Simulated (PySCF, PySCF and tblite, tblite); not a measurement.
# SiF5−: a path driven as pseudorotation, and NMR exchange

An exercise on one series of results from a longer session: the logs are not shown, and one member is left open.

Computed with tblite 0.8.0 (tight binding) and PySCF 2.14.0 (DFT, with response routines of our own); each step states its level. Atoms count from 0 throughout.

## The molecule as given

6 atoms, charge -1, multiplicity 1; geometry from: force field or distance geometry start.

Bonds of the start (Å): F0–Si1 1.66, Si1–F2 1.70, Si1–F3 1.67, Si1–F4 1.67, Si1–F5 1.68.

The first run:

What the job is given:

```
{"job": {"xc": "GFN2-xTB", "basis": "xTB", "kind": "relax"}, "charge": -1, "multiplicity": 1}
F     -0.204400     1.606100     0.070700
Si    -0.094500    -0.044100    -0.080100
F      1.468200     0.545700     0.224200
F      1.340800    -0.891300    -0.236000
F     -1.415700    -0.393200    -1.032100
F     -1.091200    -0.821200     1.031800
```

Command:

```sh
$ OMP_NUM_THREADS=1 python ens_run.py task.json out
```

The driver reads the study from task.json and runs its stages one after another.

Among the steps run: GFN2-xTB relaxation, start minimum; Relaxed scan, berry; Nudged elastic band, leg 1; Saddle search, leg 1; DFT refinement, start: B3LYP-D3(BJ)/def2-SVP; Shieldings, start: PBE0/pcSseg-1; Shieldings, saddle of leg 1: PBE0/pcSseg-1; Kinetics and line shapes; Nudged elastic band, band settings drawn wide; Shieldings, start: PBE/pcSseg-1; Single-point energy, saddle of leg 1: PBE/pcSseg-1; Second level: PBE/pcSseg-1 + D3(BJ).

One of the session's tables, all rows but one given; the rest of the session is left out.

It belongs to the step «Second level: PBE/pcSseg-1 + D3(BJ)». Barriers by level (kcal/mol; entropies in cal/(mol K)). Zero-point and thermal terms come from xTB in every row. ΔG‡ leaves symmetry out; the rate counts equivalent paths (a factor of 3); effective ΔG‡, where given, is the barrier that would give that rate by Eyring's equation alone:

```
                 level   ΔE‡  with zero-point   ΔH‡  ΔG‡ (298 K)  k at 298 K (1/s)
              GFN2-xTB  1.02             0.98  0.42         1.63           1.2e+12
 B3LYP-D3(BJ)/def2-SVP  2.82             2.78  2.22         3.43           5.7e+10
PBE0/pcSseg-1 + D3(BJ)  3.11             3.06  2.51         3.71           3.5e+10
 PBE/pcSseg-1 + D3(BJ)     ?                ?     ?            ?                 ?
```

Q: Estimate the row for PBE/pcSseg-1 + D3(BJ) from the others.

The run gave: ΔE‡: 2.84; with zero-point: 2.80; ΔH‡: 2.24; ΔG‡ (298 K): 3.45; k at 298 K (1/s): 5.5e+10. In the column «ΔE‡» it lies between B3LYP-D3(BJ)/def2-SVP (2.82) and PBE0/pcSseg-1 + D3(BJ) (3.11).
